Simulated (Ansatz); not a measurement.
# Rb4Te3Au3: the cost of one run

Method: DFT PBE, scalar-relativistic, plane waves, PAW, in Ansatz 0.2.0.

2 further runs of the same task are left out: 1 that didn't finish, 1 set aside as unsound or not needed. Runs told in other sessions of the task aren't counted.

## (1) The starting structure

The structure is hexagonal, space group P-6m2 (No. 187). Conventional cell: a = 6.790 Å, b = 6.790 Å, c = 9.754 Å, α = 90.00°, β = 90.00°, γ = 120.00°. Rb (site symmetry mm2) is surrounded by 2 Au at 2.29 Å. Rb (site symmetry -6m2) is surrounded by 9 Te at 3.92 to 4.17 Å. Te (site symmetry -6m2) has 3 Rb at 3.92 Å in its first shell of neighbours. Te (site symmetry 3m) is surrounded by 4 Te at 2.84 to 4.17 Å and 6 Rb at 3.82 to 4.17 Å. Around Au (site symmetry mm2) lie 2 Rb at 2.29 Å.

Structure file:

```
Rb Te Au
1.0
     6.79033    0.00000    0.00000
    -3.39517    5.88060    0.00000
     0.00000    0.00000    9.75435
Rb Te Au
4 3 3
Direct
  0.86164 0.13836 0.50000
  0.86164 0.72328 0.50000
  0.27672 0.13836 0.50000
  0.66667 0.33333 0.00000
  0.33333 0.66667 0.00000
  0.00000 0.00000 0.85424
  0.00000 0.00000 0.14576
  0.47242 0.52758 0.50000
  0.47242 0.94483 0.50000
  0.05517 0.52758 0.50000
```

Recipe of the guess: random cell by space group and Wyckoff sites (P-6m2, No. 187). The dimensions are guesses.

## (2) Probe: one point on a coarse mesh

input.yaml

```yaml
crystal:
  lattice:
    - [6.79033157, 0.0, 0.0]
    - [-3.39516578, 5.88059964, 0.0]
    - [0.0, 0.0, 9.75435207]
  atoms:
    - { symbol: Rb, position: [0.86164024, 0.13835976, 0.5] }
    - { symbol: Rb, position: [0.86164024, 0.72328049, 0.5] }
    - { symbol: Rb, position: [0.27671951, 0.13835976, 0.5] }
    - { symbol: Rb, position: [0.66666667, 0.33333333, 0.0] }
    - { symbol: Te, position: [0.33333333, 0.66666667, 0.0] }
    - { symbol: Te, position: [0.0, 0.0, 0.85424173] }
    - { symbol: Te, position: [0.0, 0.0, 0.14575827] }
    - { symbol: Au, position: [0.4724169, 0.5275831, 0.5] }
    - { symbol: Au, position: [0.4724169, 0.9448338, 0.5] }
    - { symbol: Au, position: [0.0551662, 0.5275831, 0.5] }
basis:
  ecutwfc: 420
kpoints:
  mp_grid: { grid: [3, 3, 2] }
hamiltonian:
  xc: pbe
scf:
  occupations: { method: gaussian, width: 0.1 }
  lower_state_search: "off"
output:
  forces: true
  stress: true
  eigenvalues: true
```

Command:

```
> ansatz run input.yaml --threads 1 --pin off --max-ram 2560MiB --backend cpu --events-out ev --progress --plain --runs-dir out
```

Q: Estimate wall time and peak memory on 1 thread of Intel Xeon Platinum 8488C (Sapphire Rapids), shared host.

About 13 s, with a peak of 0.66 GiB.
